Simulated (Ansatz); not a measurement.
# B3Bi2: the cost of one run

Method: the levels named in each step, in Ansatz 0.2.0.

## (1) The structure to begin with

Bond lengths: Bi1–B2 2.178 Å, B2–B3 1.527 Å, B3–Bi4 2.178 Å, Bi1–B5 2.265 Å, B2–B5 1.741 Å, B3–B5 1.741 Å, Bi4–B5 2.265 Å. Angles: Bi1–B2–B3 133.6°, Bi1–B2–B5 69.6°, B3–B2–B5 64.0°, B2–Bi1–B5 46.1°, B2–B3–Bi4 133.6°, B2–B3–B5 64.0°, Bi4–B3–B5 69.6°, B3–Bi4–B5 46.1°, Bi1–B5–B2 64.3°, Bi1–B5–B3 116.3°, Bi1–B5–Bi4 179.3°, B2–B5–B3 52.0°, B2–B5–Bi4 116.3°, B3–B5–Bi4 64.3°.

Structure file:

```xyz
5

Bi    2.2503   -0.1716    0.2098
B     0.5681   -1.5498    0.3365
B    -0.9419   -1.3843    0.1849
Bi   -2.2314    0.3202   -0.2362
B     0.0079    0.0616   -0.0114
```

## (2) A rough first relaxation, PBE-D4/def2-SVPD

This run stands in another session on the same molecule. It ended at:

```xyz
5

Bi    2.3080   -0.1461    0.2097
B     0.5937   -1.5572    0.3390
B    -0.9686   -1.3857    0.1839
Bi   -2.2810    0.3574   -0.2476
B     0.0010    0.0077   -0.0015
```

## (3) Relaxation, r2SCAN-D4/def2-TZVPPD

input.yaml

```yaml
crystal:
  periodic: [false, false, false]
  atoms:
    - { symbol: Bi, position_ang: [2.30795818, -0.1460913, 0.20973648] }
    - { symbol: B, position_ang: [0.59367235, -1.55720482, 0.33901162] }
    - { symbol: B, position_ang: [-0.968643, -1.38568952, 0.18391296] }
    - { symbol: Bi, position_ang: [-2.28099093, 0.35737625, -0.24759882] }
    - { symbol: B, position_ang: [0.00100339, 0.00771939, -0.00150225] }
total_charge: -1
basis:
  gaussian: { orbitals: def2-TZVPPD.json }
hamiltonian:
  xc: r2scan
  dispersion: d4
relax:
  f_tol: 0.002
  max_steps: 150
```

Launch:

```sh
$ ansatz run input.yaml --threads 4 --pin off --max-ram 10240MiB --backend cpu --events-out ev --progress --plain --runs-dir out
```

Q: Estimate wall time and peak memory on 4 threads of Arm Neoverse N1, shared host.

About 70 s, with a peak of 0.35 GiB.
